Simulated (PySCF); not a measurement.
**BH2BrO2 (SMILES OB(O)Br), step by step**

Wanted: an energy scan (M06-2X/6-311G*), then the energy along one coordinate (MP2/3-21G) of BH2BrO2. The job is set up through a Python script.

The calculation is run with PySCF 2.14.0.

## (1) Starting point

BH2BrO2: 6 atoms, total charge 0, spin state singlet. SMILES: `OB(O)Br`. Geometry: relaxed at PBE0-D4/def2-TZVP. This is one conformer, not always the lowest.

Bond lengths: O1–B2 1.354 Å, B2–O3 1.347 Å, B2–Br4 1.936 Å, O1–H5 0.960 Å, O3–H6 0.962 Å. Angles: O1–B2–O3 121.5°, O1–B2–Br4 120.8°, O3–B2–Br4 117.8°, B2–O1–H5 113.7°, B2–O3–H6 112.1°.

## (2) The energy along one coordinate at M06-2X/6-311G(d) (sfX2C, density fitting) (run 1)

File input.py:

```python
# OB(O)Br
import numpy
from pyscf import gto, dft
from scipy.spatial.transform import Rotation

mol = gto.Mole()
mol.atom = '''
O        0.519800       0.855600      -0.555500
B       -0.165400      -0.158400       0.024500
O        0.328800      -0.823900       1.085700
Br      -1.897400      -0.698400      -0.652400
H        0.065300       1.251400      -1.302300
H        1.190900      -0.490300       1.353800
'''
mol.charge = 0
mol.verbose = 3
mol.basis = '6-311g*'
mol.max_memory = 1860
mol.build()

x0 = mol.atom_coords(unit='angstrom')
axis = x0[0] - x0[1]
r0 = 0.007  # dihedral 4-2-1-5 of the start, degrees
axis /= numpy.linalg.norm(axis)
dm = None
scan, good = [], []
for r in [0, 20, 40, 60, 80, 100, 120, 140, 160, 180]:
    xyz = x0.copy()
    xyz[[0, 4]] = Rotation.from_rotvec(axis * numpy.radians(r - r0)).apply(x0[[0, 4]] - x0[0]) + x0[0]
    mol.set_geom_(xyz, unit='angstrom')
    myscf = dft.RKS(mol)
    myscf.xc = 'm06-2x'
    myscf = myscf.sfx2c1e()
    myscf = myscf.density_fit()
    myscf.kernel(dm0=dm)
    dm = myscf.make_rdm1()
    e_final = myscf.e_tot
    scan.append((r, e_final))
    good.append(myscf.converged)
    print('dihedral = %.1f deg   E = %.8f Eh   converged: %s' % (r, e_final, good[-1]))

e0 = min(e for r, e in scan)
print('angle   E - Emin (kcal/mol)')
for r, e in scan:
    print('%6.3f %10.3f' % (r, (e - e0) * 627.5095))
```

On the command line:

```bash
OMP_NUM_THREADS=1 python input.py
```

The program printed:

```text
converged SCF energy = -2779.31667361483
dihedral = 0.0 deg   E = -2779.31667361 Eh   converged: True
converged SCF energy = -2779.31506507184
dihedral = 20.0 deg   E = -2779.31506507 Eh   converged: True
converged SCF energy = -2779.31080053157
dihedral = 40.0 deg   E = -2779.31080053 Eh   converged: True
converged SCF energy = -2779.30539436228
dihedral = 60.0 deg   E = -2779.30539436 Eh   converged: True
converged SCF energy = -2779.30088254578
dihedral = 80.0 deg   E = -2779.30088255 Eh   converged: True
converged SCF energy = -2779.29892609689
dihedral = 100.0 deg   E = -2779.29892610 Eh   converged: True
converged SCF energy = -2779.29980562496
dihedral = 120.0 deg   E = -2779.29980562 Eh   converged: True
converged SCF energy = -2779.30226658477
dihedral = 140.0 deg   E = -2779.30226658 Eh   converged: True
converged SCF energy = -2779.30452529702
dihedral = 160.0 deg   E = -2779.30452530 Eh   converged: True
converged SCF energy = -2779.30539308222
dihedral = 180.0 deg   E = -2779.30539308 Eh   converged: True
angle   E - Emin (kcal/mol)
 0.000      0.000
20.000      1.009
40.000      3.685
60.000      7.078
80.000      9.909
100.000     11.137
120.000     10.585
140.000      9.041
160.000      7.623
180.000      7.079
```

Run time: 3.5 min. Hardware: 1 thread of Arm Neoverse N1, shared host; peak memory 0.5 GiB.

The scan, from its lowest point:

| Br4–B2–O1–H5 (°) | energy (kJ/mol) |
| --- | --- |
| 0.000 | 0.0 |
| 20.000 | 4.2 |
| 40.000 | 15.4 |
| 60.000 | 29.6 |
| 80.000 | 41.5 |
| 100.000 | 46.6 |
| 120.000 | 44.3 |
| 140.000 | 37.8 |
| 160.000 | 31.9 |
| 180.000 | 29.6 |

## (3) The energy along one coordinate at MP2/3-21G (run 2)

File input.py:

```python
import numpy
from pyscf import gto, scf, mp
from scipy.spatial.transform import Rotation

mol = gto.M(
    atom=[
    ('O', (0.519800, 0.855600, -0.555500)),
    ('B', (-0.165400, -0.158400, 0.024500)),
    ('O', (0.328800, -0.823900, 1.085700)),
    ('Br', (-1.897400, -0.698400, -0.652400)),
    ('H', (0.065300, 1.251400, -1.302300)),
    ('H', (1.190900, -0.490300, 1.353800)),
],
    spin=0,
    max_memory=1860,
    charge=0,
    basis='3-21g',
    cart=True,
    verbose=3,
)

x0 = mol.atom_coords(unit='angstrom')
axis = x0[0] - x0[1]
r0 = 0.007  # dihedral 4-2-1-5 of the start, degrees
axis /= numpy.linalg.norm(axis)
dm = None
scan, good = [], []
for r in [0, 20, 40, 60, 80, 100, 120, 140, 160, 180, 200, 220, 240, 260, 280, 300, 320, 340]:
    xyz = x0.copy()
    xyz[[0, 4]] = Rotation.from_rotvec(axis * numpy.radians(r - r0)).apply(x0[[0, 4]] - x0[0]) + x0[0]
    mol.set_geom_(xyz, unit='angstrom')
    mf = scf.RHF(mol)
    mf.kernel(dm0=dm)
    dm = mf.make_rdm1()
    pt = mp.MP2(mf, frozen=12).run()
    energy = pt.e_tot
    scan.append((r, energy))
    good.append(mf.converged)
    print('dihedral = %.1f deg   E = %.8f Eh   converged: %s' % (r, energy, good[-1]))

e0 = min(e for r, e in scan)
print('angle   E - Emin (kcal/mol)')
for r, e in scan:
    print('%6.3f %10.3f' % (r, (e - e0) * 627.5095))
```

On the command line:

```bash
OMP_NUM_THREADS=1 python input.py
```

The program printed:

```text
converged SCF energy = -2734.80013972517
[... 6 lines left out ...]
dihedral = 20.0 deg   E = -2735.12054595 Eh   converged: True
[... 7 lines left out ...]
dihedral = 60.0 deg   E = -2735.11105703 Eh   converged: True
[... 7 lines left out ...]
dihedral = 100.0 deg   E = -2735.10390728 Eh   converged: True
[... 7 lines left out ...]
dihedral = 140.0 deg   E = -2735.10629636 Eh   converged: True
[... 7 lines left out ...]
dihedral = 180.0 deg   E = -2735.10918962 Eh   converged: True
[... 7 lines left out ...]
dihedral = 220.0 deg   E = -2735.10629554 Eh   converged: True
[... 7 lines left out ...]
dihedral = 260.0 deg   E = -2735.10390610 Eh   converged: True
[... 7 lines left out ...]
dihedral = 300.0 deg   E = -2735.11105618 Eh   converged: True
[... 7 lines left out ...]
dihedral = 340.0 deg   E = -2735.12054567 Eh   converged: True
[... 5 lines left out ...]
340.000      0.960
```

It took 7.2 s on 1 thread of Arm Neoverse N1, shared host; peak memory 0.14 GiB.

The scan, from its lowest point:

| Br4–B2–O1–H5 (°) | energy (kJ/mol) |
| --- | --- |
| 0.000 | 0.0 |
| 20.000 | 4.0 |
| 40.000 | 14.8 |
| 60.000 | 28.9 |
| 80.000 | 41.4 |
| 100.000 | 47.7 |
| 120.000 | 46.8 |
| 140.000 | 41.4 |
| 160.000 | 36.0 |
| 180.000 | 33.8 |
| 200.000 | 36.0 |
| 220.000 | 41.4 |
| 240.000 | 46.8 |
| 260.000 | 47.7 |
| 280.000 | 41.4 |
| 300.000 | 28.9 |
| 320.000 | 14.8 |
| 340.000 | 4.0 |
